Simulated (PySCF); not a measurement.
# FeH3S3 (Fe(SH)3): the cost of one run

Computed with PySCF 2.14.0 and routines of our own; the level stands in each step. Atoms count from 0.

### 1 The system as given

7 atoms, charge 0, states of the metal's open shell are computed; geometry from: model start, shaken.

### 2 Optimising the geometry at PBE0-D3(BJ)/def2-TZVP

The job: settings as JSON, then the geometry in Å.

```
{"job": {"xc": "PBE0", "basis": "def2-TZVP", "d3": "d3bj", "grid": 1, "maxiter": 45, "kind": "geom"}, "charge": 0, "metal": "Fe", "open_shell": "d5"}
Fe     0.000020     0.004480    -0.004110
S      2.191640    -0.006820    -0.014870
H      2.455900     1.340100    -0.007380
S     -1.111810     1.916930     0.005350
H     -2.369070     1.452130    -0.000440
S     -1.092070    -1.929750    -0.006860
H     -0.112860    -2.805440    -0.027630
```

Started as:

```
$ OMP_NUM_THREADS=1 python lf_run.py task.json out
```

One launch serves the whole session: the jobs run in the order shown.

Q: Estimate the wall time and peak memory of this first job on 1 thread of Intel Xeon Platinum 8488C, shared host.

About 89 s, with a peak of 0.73 GiB.
